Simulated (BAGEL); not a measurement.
**GeH3O2F (SMILES [OH][GeH]([OH])[F]): a chain of runs**

We compute the energy (HF/6-31G*), then the energy (NEVPT2(2,2)/6-31G*) of GeH3O2F. 

Program for the calculation: BAGEL 1.2.2.

2 further runs of the same task are left out: 2 set aside as unsound or not needed.

## (1) The molecule

The species is GeH3O2F (7 atoms), meant as a singlet with charge 0. SMILES: `[OH][GeH]([OH])[F]`. The Ge2–H6 distance was set to 3.500 Å, away from the relaxed value. At this shape a bond of the SMILES string is far longer than usual.

Bond lengths: O1–Ge2 1.758 Å, Ge2–O3 1.748 Å, Ge2–F4 1.736 Å, O1–H5 0.961 Å, O3–H7 0.961 Å. Angles: O1–Ge2–O3 108.4°, O1–Ge2–F4 104.7°, O3–Ge2–F4 110.1°, Ge2–O1–H5 112.4°, Ge2–O3–H7 112.8°.

## (2) A single-point energy at HF/6-31G(d) (density fitting with svp-jkfit, spherical functions) (run 1)

Input file hf.json:

```json
{ "bagel": [

{
  "title": "molecule",
  "basis": "6-31gs.json",
  "df_basis": "svp-jkfit",
  "angstrom": "true",
  "geometry": [
    { "atom": "O", "xyz": [   -0.061827,    0.473913,   -2.698949 ] },
    { "atom": "Ge", "xyz": [    0.183573,   -0.693187,   -1.407249 ] },
    { "atom": "O", "xyz": [    1.809273,   -1.322387,   -1.532049 ] },
    { "atom": "F", "xyz": [   -0.969227,   -1.950887,   -1.726449 ] },
    { "atom": "H", "xyz": [   -0.918127,    0.375413,   -3.123549 ] },
    { "atom": "H", "xyz": [   -0.331400,    0.485800,    1.847500 ] },
    { "atom": "H", "xyz": [    2.095473,   -1.435087,   -2.442749 ] }
  ]
},
{
  "title": "hf"
},
{
  "title": "print",
  "file": "orbitals.molden",
  "orbitals": "true"
}

]}
```

The basis set 6-31G* is read from a file made from the Basis Set Exchange's data (not shown).

Run with:

```bash
$ BAGEL_NUM_THREADS=1 BAGEL hf.json > hf.out
```

The program printed:

```text
* using 1 threads per process

  ===============================================================
  ===============================================================

  *** Geometry ***

  { "atom" : "O", "xyz" : [     -0.116836,      0.895566,     -5.100274 ] },
  { "atom" : "Ge", "xyz" : [      0.346903,     -1.309934,     -2.659315 ] },
  { "atom" : "O", "xyz" : [      3.419030,     -2.498949,     -2.895153 ] },
  { "atom" : "F", "xyz" : [     -1.831574,     -3.686642,     -3.262516 ] },
  { "atom" : "H", "xyz" : [     -1.735009,      0.709428,     -5.902652 ] },
  { "atom" : "H", "xyz" : [     -0.626255,      0.918029,      3.491269 ] },
  { "atom" : "H", "xyz" : [      3.959870,     -2.711921,     -4.616127 ] },

  Number of auxiliary basis functions:      551

  Since a DF basis is specified, we compute 2- and 3-index integrals:
    o Being stored without compression. Storage requirement is 0.028 GB

  Number of basis functions:       80
  Number of electrons      :       60

    * METHOD: MOLECULE                             0.34

  *** RHF ***

  === Nuclear Repulsion ===
   319.0055115325

      * DIIS with orbital gradients will be used.

  === RHF iteration (6-31gs.json) ===
      0      -2325.31803259          0.02876216           0.09
      1      -2325.46982540          0.02495453           0.09
      2      -2325.82177605          0.00212740           0.09
      3      -2325.82759860          0.00126227           0.09
      4      -2325.82873697          0.00028555           0.09
      5      -2325.82887221          0.00008608           0.09
      6      -2325.82888224          0.00003994           0.09
      7      -2325.82888408          0.00000930           0.09
      8      -2325.82888421          0.00000369           0.09
      9      -2325.82888423          0.00000180           0.09
     10      -2325.82888423          0.00000066           0.09
     11      -2325.82888423          0.00000030           0.09
     12      -2325.82888423          0.00000010           0.09
     13      -2325.82888423          0.00000004           0.09
     14      -2325.82888423          0.00000002           0.09
     15      -2325.82888423          0.00000001           0.10
    * SCF iteration converged.

    * Permanent dipole moment:
           (    0.119014,    -0.076346,     1.044385) a.u.

    * METHOD: HF                                   1.73

    * METHOD: PRINT                                0.02

  ===============================================================
```

Wall time 2.2 s (1 thread of Arm Neoverse V1, shared host); peak memory 0.15 GiB.

## (3) A single-point energy at NEVPT2(2,2)/6-31G(d) (density fitting with svp-jkfit, spherical functions) (run 2)

Input file input.json:

```json
{ "bagel" : [

{
  "title" : "molecule",
  "basis" : "6-31gs.json",
  "df_basis" : "svp-jkfit",
  "angstrom" : true,
  "geometry" : [
    { "atom" : "O", "xyz" : [   -0.061827,    0.473913,   -2.698949 ] },
    { "atom" : "Ge", "xyz" : [    0.183573,   -0.693187,   -1.407249 ] },
    { "atom" : "O", "xyz" : [    1.809273,   -1.322387,   -1.532049 ] },
    { "atom" : "F", "xyz" : [   -0.969227,   -1.950887,   -1.726449 ] },
    { "atom" : "H", "xyz" : [   -0.918127,    0.375413,   -3.123549 ] },
    { "atom" : "H", "xyz" : [   -0.331400,    0.485800,    1.847500 ] },
    { "atom" : "H", "xyz" : [    2.095473,   -1.435087,   -2.442749 ] }
  ]
},
{ "title" : "hf" },
{ "title" : "nevpt2", "nstate" : 1, "nact" : 2, "nclosed" : 29, "active" : [30, 31], "maxiter" : 200, "natocc" : true, "ncore" : 12 },
{ "title" : "print", "file" : "orbitals.molden", "orbitals" : true }

]}
```

The basis set 6-31G* is read from a file made from the Basis Set Exchange's data (not shown).

Run with:

```bash
$ BAGEL_NUM_THREADS=1 BAGEL input.json > input.out
```

The program printed:

```text
* using 1 threads per process

  ===============================================================
  ===============================================================

  *** Geometry ***

  { "atom" : "O", "xyz" : [     -0.116836,      0.895566,     -5.100274 ] },
  { "atom" : "Ge", "xyz" : [      0.346903,     -1.309934,     -2.659315 ] },
  { "atom" : "O", "xyz" : [      3.419030,     -2.498949,     -2.895153 ] },
  { "atom" : "F", "xyz" : [     -1.831574,     -3.686642,     -3.262516 ] },
  { "atom" : "H", "xyz" : [     -1.735009,      0.709428,     -5.902652 ] },
  { "atom" : "H", "xyz" : [     -0.626255,      0.918029,      3.491269 ] },
  { "atom" : "H", "xyz" : [      3.959870,     -2.711921,     -4.616127 ] },

  Number of auxiliary basis functions:      551

  Since a DF basis is specified, we compute 2- and 3-index integrals:
    o Being stored without compression. Storage requirement is 0.028 GB

  Number of basis functions:       80
  Number of electrons      :       60

    * METHOD: MOLECULE                             0.34

  *** RHF ***

  === Nuclear Repulsion ===
   319.0055115325

      * DIIS with orbital gradients will be used.

  === RHF iteration (6-31gs.json) ===
      0      -2325.31803259          0.02876216           0.10
      1      -2325.46982540          0.02495453           0.09
      2      -2325.82177605          0.00212740           0.09
      3      -2325.82759860          0.00126227           0.10
      4      -2325.82873697          0.00028555           0.09
      5      -2325.82887221          0.00008608           0.10
      6      -2325.82888224          0.00003994           0.09
      7      -2325.82888408          0.00000930           0.09
      8      -2325.82888421          0.00000369           0.10
      9      -2325.82888423          0.00000180           0.09
     10      -2325.82888423          0.00000066           0.09
     11      -2325.82888423          0.00000030           0.10
     12      -2325.82888423          0.00000010           0.09
     13      -2325.82888423          0.00000004           0.09
     14      -2325.82888423          0.00000002           0.10
     15      -2325.82888423          0.00000001           0.10
    * SCF iteration converged.

    * Permanent dipole moment:
           (    0.119014,    -0.076346,     1.044385) a.u.

    * METHOD: HF                                   1.77

    * freezing 12 orbitals
  ---------------------------
      CASSCF calculation
  ---------------------------

    ==== Active orbitals : =====
         Orbital 30
         Orbital 31
    ============================

    * nstate   :      1
    * nclosed  :     29
    * nact     :      2
    * nvirt    :     49
  === CASSCF iteration (6-31gs.json) ===

    * Using the second-order algorithm

      0  0     -2325.92482845     5.55e-03      0.03

      1  0     -2325.94337799     3.96e-04      0.49

      2  0     -2325.94345299     6.88e-05      0.46

      3  0     -2325.94345488     1.31e-05      0.47

      4  0     -2325.94345495     2.51e-06      0.47

      5  0     -2325.94345495     4.80e-07      0.48

      6  0     -2325.94345495     9.20e-08      0.42

      7  0     -2325.94345495     1.76e-08      0.41

      8  0     -2325.94345495     3.39e-09      0.34

    * Second-order optimization converged. *

     guess   0:   closed 1.                   open ..

  === FCI iteration ===

      0  0     -2325.81471046     8.80e-02      0.00
      1  0     -2325.94314235     5.28e-03      0.00
      2  0 *   -2325.94345495     7.95e-16      0.00

     * ci vector, state   0, <S^2> = 0.0000
       2.     0.8067196715
       .2    -0.5909343210

  === DF-NEVPT2 calculation ===

    * 3-index integral transformation done
    * assembly done

      NEVPT2 correlation energy:   -0.7688756841      0.19

          (+0)     -0.7251161216
          (+0)'    -0.0030701226
          (+1)     -0.0196631261
          (+1)'    -0.0000000000
          (+2)     -0.0000567837
          (-1)     -0.0208835627
          (-1)'     0.0000000000
          (-2)     -0.0000859674

      NEVPT2 total energy:       -2326.7123306337

    * METHOD: NEVPT2                               4.14

    * METHOD: PRINT                                0.02

  ===============================================================
```

It took 6.6 s on 1 thread of Arm Neoverse V1, shared host; peak memory 0.15 GiB.

## (4) What came out

```
                               quantity           value
         run 1, HF/6-31G*: total energy  -2325.82888 Eh
        run 1, HF/6-31G*: dipole moment          2.68 D
          run 1, HF/6-31G*: HOMO energy        -8.46 eV
          run 1, HF/6-31G*: LUMO energy        -2.11 eV
        run 1, HF/6-31G*: HOMO–LUMO gap         6.35 eV
run 2, NEVPT2(2,2)/6-31G*: total energy  -2326.71233 Eh
```

What this shows: One bond (run 1, HF/6-31G*) is far stretched, which a spin-restricted single reference describes badly; a broken-symmetry solution may lie lower.
